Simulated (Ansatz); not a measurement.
# HfGa2As2: the cost of one run

Computed with Ansatz 0.2.0 (DFT PBE, scalar-relativistic, plane waves, PAW, unless a step's input says otherwise).

## 1. Starting point

The structure is hexagonal, space group P6/mmm (No. 191). The conventional cell has a = 4.096 Å, b = 4.096 Å, c = 7.497 Å, α = 90.00°, β = 90.00°, γ = 120.00°. Hf (site symmetry 6/mmm) has 2 Ga at 2.67 Å in its first shell of neighbours. Ga (site symmetry 6mm) has 1 Ga at 2.15 Å and 6 As at 2.60 Å and 1 Hf at 2.67 Å in its first shell of neighbours. As (site symmetry -6m2) is surrounded by 3 As at 2.36 Å and 6 Ga at 2.60 Å.

As a file:

```xyz
5
Lattice="4.0962 0.0000 0.0000 -2.0481 3.5474 0.0000 0.0000 0.0000 7.4969" Properties=species:S:1:pos:R:3 pbc="T T T"
Hf    0.0000    0.0000    3.7485
Ga    0.0000    0.0000    6.4205
Ga    0.0000    0.0000    1.0764
As    0.0000    2.3649    0.0000
As    2.0481    1.1825    0.0000
```

The cell is invented: random cell by space group and Wyckoff sites (P6/mmm, No. 191). Lengths come from tabulated atomic sizes and are only a guess.

## 2. A first look at the guess

File input.yaml:

```yaml
crystal:
  lattice:
    - [4.09620242, 0.0, 0.0]
    - [-2.04810121, 3.54741536, 0.0]
    - [0.0, 0.0, 7.49694037]
  atoms:
    - { symbol: Hf, position: [0.0, 0.0, 0.5] }
    - { symbol: Ga, position: [0.0, 0.0, 0.85642077] }
    - { symbol: Ga, position: [0.0, 0.0, 0.14357923] }
    - { symbol: As, position: [0.33333333, 0.66666667, 0.0] }
    - { symbol: As, position: [0.66666667, 0.33333333, 0.0] }
basis:
  ecutwfc: 420
kpoints:
  mp_grid: { grid: [6, 6, 2] }
hamiltonian:
  xc: pbe
scf:
  occupations: { method: gaussian, width: 0.1 }
  lower_state_search: "off"
output:
  forces: true
  stress: true
  eigenvalues: true
```

The run is started by

```sh
ansatz run input.yaml --threads 1 --pin off --max-ram 2560MiB --backend cpu --events-out ev --progress --plain --runs-dir out
```

What time and memory should one allow on 1 thread of Intel Xeon 6975P-C (Granite Rapids), shared host?

About 2.7 s, with a peak of 0.47 GiB.
